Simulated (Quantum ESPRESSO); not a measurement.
Crystal: Ti3Se.

```
Se Ti
1.0
     3.19745    0.00000    0.00000
    -1.59872    2.76907    0.00000
     0.00000    0.00000    7.94275
Se Ti
1 3
Direct
  0.00000 0.00000 0.00000
  0.66667 0.33333 0.50000
  0.33333 0.66667 0.77290
  0.33333 0.66667 0.22710
```

The cell comes from a database or a generator and needn't be the stable form of this composition.

```yaml
Program: Quantum ESPRESSO 7.5
Task: single point
Functional: PBE
Potentials_or_basis: SSSP 1.3 efficiency PBE
Cutoff: 748 eV
Density_cutoff: 5987 eV
k_mesh: 10 × 10 × 4
Occupations: fermi-dirac, width 0.05 eV
Spin: no spin polarisation
```

On this cell: pressure 0.1 GPa; largest force 0.025 eV/Å; band gap on the k mesh none (metal or under the smearing width).

The same run follows on a disturbed copy (atoms moved at random, drawn with an rms of 0.05 Å):

```
CELL_PARAMETERS angstrom
3.19745 0.00000 0.00000
-1.59872 2.76907 0.00000
0.00000 0.00000 7.94275
ATOMIC_POSITIONS crystal
Se 0.99885 0.00647 0.00364
Ti 0.64870 0.33556 0.49647
Ti 0.33987 0.68278 0.77849
Ti 0.33023 0.67526 0.22373
```

Q: What does the disturbed cell give?

A: The energy (extrapolated to zero smearing) moves by +7.8 meV/atom; pressure 0.7 GPa; largest force 0.499 eV/Å; band gap on the k mesh none (metal or under the smearing width).

Forces on the atoms (eV/Å):
```
Se   0.000  0.122 -0.258
Ti   0.102  0.062  0.318
Ti  -0.107 -0.151 -0.463
Ti   0.006 -0.034  0.404
```

Stress tensor (GPa, compression positive):
```
 0.48 -0.45  0.23
-0.45  0.64  0.20
 0.23  0.20  1.10
```
